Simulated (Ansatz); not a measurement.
# Cl2FHOZr: molecular dynamics

Purpose: to follow the molecule's vibrations and see whether its bonds hold. The start is relaxed first. Runs: 300 steps of 0.5 fs at constant energy, with velocities drawn for 700 K.

All numbers below are computed with Ansatz 0.2.0 (RKS PBE0-D4/def2-SVP).

### Step 1. The system as given

Bond lengths: Zr1–Cl2 2.520 Å, Zr1–Cl3 2.520 Å, Zr1–O4 2.069 Å, O4–H5 1.010 Å, Zr1–F6 1.979 Å. Angles: Cl2–Zr1–Cl3 109.5°, Cl2–Zr1–O4 109.5°, Cl2–Zr1–F6 109.5°, Cl3–Zr1–O4 109.5°, Cl3–Zr1–F6 109.5°, O4–Zr1–F6 109.5°, Zr1–O4–H5 109.5°.

Structure file:

```xyz
6

Zr    0.0000    0.0000    0.0000
Cl    0.0000    0.0000    2.5200
Cl    2.3764    0.0000   -0.8392
O    -0.9750    1.6891   -0.6893
H    -1.9328    1.4584   -0.9117
F    -0.9326   -1.6157   -0.6593
```

### Step 2. Relaxing the start

File input.yaml:

```yaml
crystal:
  periodic: [false, false, false]
  atoms:
    - { symbol: Zr, position_ang: [0.0, 0.0, 0.0] }
    - { symbol: Cl, position_ang: [0.0, 0.0, 2.52] }
    - { symbol: Cl, position_ang: [2.3764, 0.0, -0.8392] }
    - { symbol: O, position_ang: [-0.975, 1.6891, -0.6893] }
    - { symbol: H, position_ang: [-1.9328, 1.4584, -0.9117] }
    - { symbol: F, position_ang: [-0.9326, -1.6157, -0.6593] }
basis:
  gaussian: { orbitals: def2-SVP }
hamiltonian:
  xc: pbe0
  dispersion: d4
relax:
  f_tol: 0.02
  max_steps: 40
output:
  orbitals: {}
```

Command:

```
> ansatz run input.yaml --threads 2 --pin off --max-ram 3072MiB --backend cpu --events-out ev --progress --plain --runs-dir out
```

The runs that follow: Dynamics.

Before running it: what results should come out? Wanted: relaxation of the start; temperature, first and last step; temperature, second half; potential energy, second half; largest change of the total energy; bonds formed or broken.

**Answer**, as computed:

| quantity | value |
| --- | --- |
| relaxation of the start | 7 moves, 1.058 eV lower |
| length | 300 steps of 0.5 fs |
| temperature, first and last step | 700 and 520 K |
| temperature, second half | mean 367 K, from 145 to 600 K |
| potential energy, second half | +29 meV/atom from the start |
| largest change of the total energy | 0.36 meV/atom |
| bonds formed or broken | 0 |

**Reading.** The temperature starts at 700 K and averages 367 K in the second half, where it ranges from 145 to 600 K; a mean near half the start is what vibrations about a minimum give, since they share energy equally between motion and strain. The total energy strays from its start by at most 0.36 meV/atom, 1.2 % of the mean kinetic energy, which is good for a step of 0.5 fs. The bonds all hold. 150 fs on 6 atoms is far too short and small for converged averages. The nuclei move classically, without zero-point motion, which matters most for hydrogen.
